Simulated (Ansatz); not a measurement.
# Cu5Mo: the cost of one run

Program: Ansatz 0.2.0. Level of theory: DFT PBE, scalar-relativistic, plane waves, PAW, unless a step names another level. These are calculated values, not measurements.

2 further runs of the same task are left out: 2 that didn't finish. Runs told in other sessions of the task aren't counted.

## (1) The system as given

Symmetry: P4/nmm, No. 129, tetragonal system. Conventional cell: a = 2.607 Å, b = 2.607 Å, c = 22.317 Å, α = 90.00°, β = 90.00°, γ = 90.00°. Cu (site symmetry 4mm) has 12 Cu at 2.55 to 2.61 Å in its first shell of neighbours. Around Cu (site symmetry 4mm) lie 12 Cu at 2.56 to 2.61 Å. Cu (site symmetry 4mm) has 8 Cu at 2.57 to 2.61 Å and 4 Mo at 2.73 Å in its first shell of neighbours. Mo (site symmetry 4mm) has 8 Mo at 2.61 to 2.97 Å and 4 Cu at 2.73 Å in its first shell of neighbours.

Coordinates:

```cif
data_structure
_symmetry_space_group_name_H-M 'P4/nmm:1'
_symmetry_Int_Tables_number 129
_cell_length_a 2.6070
_cell_length_b 2.6070
_cell_length_c 22.3171
_cell_angle_alpha 90.000
_cell_angle_beta 90.000
_cell_angle_gamma 90.000
_cell_volume 151.68
loop_
_atom_site_label
_atom_site_type_symbol
_atom_site_symmetry_multiplicity
_atom_site_Wyckoff_symbol
_atom_site_fract_x
_atom_site_fract_y
_atom_site_fract_z
_atom_site_occupancy
Cu1 Cu 2 c 0.50000 0.00000 0.69828 1
Cu2 Cu 2 c 0.00000 0.50000 0.61905 1
Cu3 Cu 2 c 0.50000 0.00000 0.53967 1
Cu4 Cu 2 c 0.50000 0.00000 0.85756 1
Cu5 Cu 2 c 0.00000 0.50000 0.77755 1
Mo1 Mo 2 c 0.00000 0.50000 0.94782 1
```

It came out lowest among 19 distinct ends of the trial cells. At a tolerance of 0.05 Å it has space group P4/nmm (No. 129).

## (2) A stricter relaxation, on the response runs' mesh and smearing

The input, input.yaml:

```yaml
crystal:
  lattice:
    - [2.6070301736, 0.0, 0.0]
    - [0.0, 2.6070301736, 0.0]
    - [0.0, 0.0, 22.3171078784]
  atoms:
    - { symbol: Cu, position: [0.5, 0.0, 0.698282966] }
    - { symbol: Cu, position: [0.0, 0.5, 0.6190452777] }
    - { symbol: Cu, position: [0.5, 0.0, 0.5396728259] }
    - { symbol: Cu, position: [0.5, 0.0, 0.8575581253] }
    - { symbol: Cu, position: [0.0, 0.5, 0.7775516178] }
    - { symbol: Cu, position: [0.0, 0.5, 0.1424418747] }
    - { symbol: Cu, position: [0.5, 0.0, 0.2224483822] }
    - { symbol: Cu, position: [0.0, 0.5, 0.301717034] }
    - { symbol: Cu, position: [0.5, 0.0, 0.3809547223] }
    - { symbol: Cu, position: [0.0, 0.5, 0.4603271741] }
    - { symbol: Mo, position: [0.0, 0.5, 0.9478220479] }
    - { symbol: Mo, position: [0.5, 0.0, 0.0521779521] }
basis:
  ecutwfc: 420
kpoints:
  mp_grid: { grid: [12, 12, 2] }
hamiltonian:
  xc: pbe
scf:
  occupations: { method: gaussian, width: 0.1 }
output:
  forces: true
  stress: true
  eigenvalues: true
  write_density: true
  write_potential: true
  elf: true
  volumetric_format: npy
relax:
  adjacent_minimum: "off"
  f_tol: 0.001
  max_steps: 60
  cell: { stress_tol: 0.01 }
```

Command:

```
ansatz run input.yaml --threads 3 --pin off --max-ram 7680MiB --backend cpu --events-out ev --progress --plain --runs-dir out
```

**Question.** How long does this run take on 3 threads of Intel Xeon Platinum 8488C (Sapphire Rapids), shared host, and how much memory does it need?

About 1.9 min, with a peak of 1.2 GiB.
